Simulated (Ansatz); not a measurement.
# C₄H₁₂GaGeN: basis-set convergence

One table from this session's results is given with a row withheld; the runs are named, their logs left out.

The runs use Ansatz 0.2.0, Gaussian basis; one geometry, several basis sets.

The runs, in order: PBE0-D4/def2-SVP; ωB97M-V/def2-SVP; PBE0-D4/def2-QZVPP; ωB97M-V/def2-QZVPP; the functionals' def2-TZVPP values are taken from earlier runs.

## The relaxed structure

All runs share one geometry, relaxed beforehand with PBE0-D4 in a triple-zeta def2 set.

19 atoms, charge 0, spin multiplicity 1.

Atoms are counted from 1 here; the program's logs count them from 0.

Bond lengths: C1–C2 1.505 Å, C1–H8 1.092 Å, C1–H9 1.095 Å, C1–H10 1.095 Å, C2–Ge3 1.997 Å, C2–N4 1.246 Å, Ge3–H11 1.533 Å, Ge3–H12 1.543 Å, Ge3–H13 1.543 Å, N4–Ga5 1.826 Å, Ga5–C6 1.964 Å, Ga5–C7 1.964 Å, C6–H14 1.093 Å, C6–H15 1.090 Å, C6–H16 1.093 Å, C7–H17 1.093 Å, C7–H18 1.090 Å, C7–H19 1.093 Å. Angles: C2–C1–H8 110.6°, C2–C1–H9 110.3°, C2–C1–H10 110.3°, H8–C1–H9 109.4°, H8–C1–H10 109.4°, H9–C1–H10 106.7°, C1–C2–Ge3 116.3°, C1–C2–N4 125.2°, Ge3–C2–N4 118.4°, C2–Ge3–H11 108.6°, C2–Ge3–H12 110.6°, C2–Ge3–H13 110.7°, H11–Ge3–H12 109.9°, H11–Ge3–H13 109.9°, H12–Ge3–H13 107.3°, C2–N4–Ga5 155.5°, N4–Ga5–C6 115.7°, N4–Ga5–C7 115.7° and more.

Set-up of the first run:

Contents of in.yaml:

```yaml
crystal:
  periodic: [false, false, false]
  atoms:
    - {symbol: C, position_ang: [1.757414, -1.489140, -0.739105]}
    - {symbol: C, position_ang: [1.082501, -0.155189, -0.913773]}
    - {symbol: Ge, position_ang: [1.829668, 1.035959, -2.332136]}
    - {symbol: N, position_ang: [0.109487, 0.250540, -0.250033]}
    - {symbol: Ga, position_ang: [-1.192109, 0.143325, 1.026645]}
    - {symbol: C, position_ang: [-0.736861, 0.912914, 2.774876]}
    - {symbol: C, position_ang: [-2.937485, -0.511739, 0.409738]}
    - {symbol: H, position_ang: [1.274617, -2.063165, 0.055107]}
    - {symbol: H, position_ang: [2.815662, -1.350619, -0.495562]}
    - {symbol: H, position_ang: [1.720635, -2.058975, -1.673116]}
    - {symbol: H, position_ang: [1.029626, 2.344089, -2.342585]}
    - {symbol: H, position_ang: [1.739319, 0.355501, -3.713910]}
    - {symbol: H, position_ang: [3.319633, 1.334316, -2.064233]}
    - {symbol: H, position_ang: [-0.827099, 0.156278, 3.558424]}
    - {symbol: H, position_ang: [0.283693, 1.296814, 2.779854]}
    - {symbol: H, position_ang: [-1.419194, 1.727269, 3.029741]}
    - {symbol: H, position_ang: [-3.221572, -1.411933, 0.960762]}
    - {symbol: H, position_ang: [-2.911696, -0.750864, -0.653803]}
    - {symbol: H, position_ang: [-3.716248, 0.234610, 0.583128]}
basis:
  gaussian: {orbitals: def2-SVP}
hamiltonian: {xc: pbe0, dispersion: d4}
output: {orbitals: {seedname: orbitals}}
```

Command:

```console
> ansatz run in.yaml --threads 4 --pin off --events-out ev --progress --plain --max-ram 66560MiB --backend cpu
```

Steps of the session up to this table: PBE0-D4 in def2-SVP; ωB97M-V in def2-SVP; PBE0-D4 in def2-QZVPP; ωB97M-V in def2-QZVPP.

One table of the session follows, with a row left open; its other results are not shown here.

It belongs to the step «Functionals by basis». 

| functional | basis | HOMO (eV) | LUMO (eV) |
| --- | --- | --- | --- |
| PBE0-D4 | def2-SVP | -5.82 | -0.26 |
| PBE0-D4 | def2-TZVPP | -5.87 | -0.35 |
| PBE0-D4 | def2-QZVPP | ? | ? |
| ωB97M-V | def2-SVP | -7.96 | 1.58 |
| ωB97M-V | def2-TZVPP | -8.03 | 1.41 |
| ωB97M-V | def2-QZVPP | -8.04 | 1.03 |

Q: Estimate the row for PBE0-D4, def2-QZVPP from the others.

**Answer.** HOMO (eV): -5.88; LUMO (eV): -0.38. In the column «HOMO (eV)» it lies between ωB97M-V, def2-SVP (-7.96) and PBE0-D4, def2-TZVPP (-5.87).
